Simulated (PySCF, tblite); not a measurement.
# C5H11ClO2Si: geometry, infrared bands and NMR shifts

What infrared bands and NMR shifts should C5H11ClO2Si (`C[C@H](Cl)/C(=C\O[SiH3])CO`) show?

Programs: tblite 0.8.0 and PySCF 2.14.0, with density-fitted response routines of our own. Each step states its level of theory. These are calculated values for one molecule in the gas phase, unless marked as measured. Atoms count from 0, in the outputs and in this text.

## Step 1: The starting structure

20 atoms, charge 0, multiplicity 1; geometry from: force field or distance geometry start.

Bonds of the start (Å): C0–C1 1.51, C1–Cl2 1.80, C1–C3 1.52, C3–C4 1.35, C4–O5 1.37, O5–Si6 1.67, C3–C7 1.51, C7–O8 1.42, C0–H9 1.10, C0–H10 1.09, C0–H11 1.10, C1–H12 1.09, C4–H13 1.09, Si6–H14 1.48, Si6–H15 1.50, Si6–H16 1.48, C7–H17 1.10, C7–H18 1.10, O8–H19 0.97.

## Step 2: Relaxing the molecule with GFN2-xTB

Job settings and geometry (Å):

```
{"job": {"kind": "relax", "xc": "GFN2-xTB", "basis": "xTB"}, "charge": 0, "multiplicity": 1}
C     -2.382800    -0.281300    -1.079300
C     -1.306000    -0.813400    -0.166900
Cl    -2.041500    -1.642600     1.252300
C     -0.336300     0.254700     0.320600
C      0.991400     0.134500     0.139000
O      1.560400    -0.940100    -0.501300
Si     3.216500    -1.030600    -0.704700
C     -0.941500     1.451300     1.018200
O      0.039300     2.225000     1.684000
H     -3.013600    -1.097300    -1.461600
H     -1.955200     0.238000    -1.939600
H     -3.061700     0.420200    -0.563500
H     -0.777800    -1.606600    -0.690300
H      1.689900     0.906400     0.450600
H      3.561100    -2.298900    -1.375800
H      3.884400    -0.975000     0.634800
H      3.685700     0.109800    -1.525100
H     -1.696500     1.149200     1.757300
H     -1.435900     2.093100     0.280900
H      0.314800     1.714200     2.467100
```

On the command line:

```
$ OMP_NUM_THREADS=1 python probes_run.py task.json out
```

This one command runs all jobs of the session in turn.

**Question.** This job is followed by: GFN2-xTB harmonic vibrations, gas phase; GIAO PBE0/pcSseg-1 NMR shielding, non-relativistic, gas phase. What will the session give for the following? strongest single infrared mode (GFN2-xTB); zero-point energy (GFN2-xTB); 13C shifts against TMS (PBE0/pcSseg-1); 1H shifts against TMS (PBE0/pcSseg-1, means over atoms taken as alike); 35Cl shifts against HCl (PBE0/pcSseg-1); 17O shifts against H2O (PBE0/pcSseg-1); 29Si shifts against TMS (PBE0/pcSseg-1); surface potential, 1st and 99th percentile.

As calculated:

| quantity | value |
| --- | --- |
| strongest single infrared mode (GFN2-xTB) | 2242 cm⁻¹, 371 km/mol |
| zero-point energy (GFN2-xTB) | 92.8 kcal/mol |
| 13C shifts against TMS (PBE0/pcSseg-1) | 142.8, 133.3, 62.8, 56.4, 25.8 ppm |
| 1H shifts against TMS (PBE0/pcSseg-1, means over atoms taken as alike) | 6.63, 5.48, 5.05, 4.93, 4.52, 1.42, -0.18 ppm |
| 35Cl shifts against HCl (PBE0/pcSseg-1) | 190 ppm |
| 17O shifts against H2O (PBE0/pcSseg-1) | 82.9, 26.8 ppm |
| 29Si shifts against TMS (PBE0/pcSseg-1) | -34.6 ppm |
| surface potential, 1st and 99th percentile | -1.44 V and 1.84 V |

**Reading.** The optimisation took 66 steps and gained 0.223 eV; among the close pairs (by a distance rule), O5–Si6 changed most, from 1.671 to 1.631 Å. All 54 modes are real, so the xTB geometry is a minimum. The strongest single mode, at 2242 cm⁻¹, moves mainly H15 and H16. Unscaled tight-binding wavenumbers are off by several per cent, some by more. Its intensities can rank the bands wrongly. The most deshielded carbon is C4 (alkene carbon bearing oxygen), at 142.8 ppm: an sp2 carbon further deshielded by the attached heteroatom. The most deshielded hydrogen is H13 (hydrogen on an alkene carbon bearing oxygen), at 6.63 ppm: attached to an sp2 carbon and in the plane of the double bond. At PBE0/pcSseg-1: Shielding is most anisotropic at Cl2 (span 575 ppm, paramagnetic term -388 ppm).
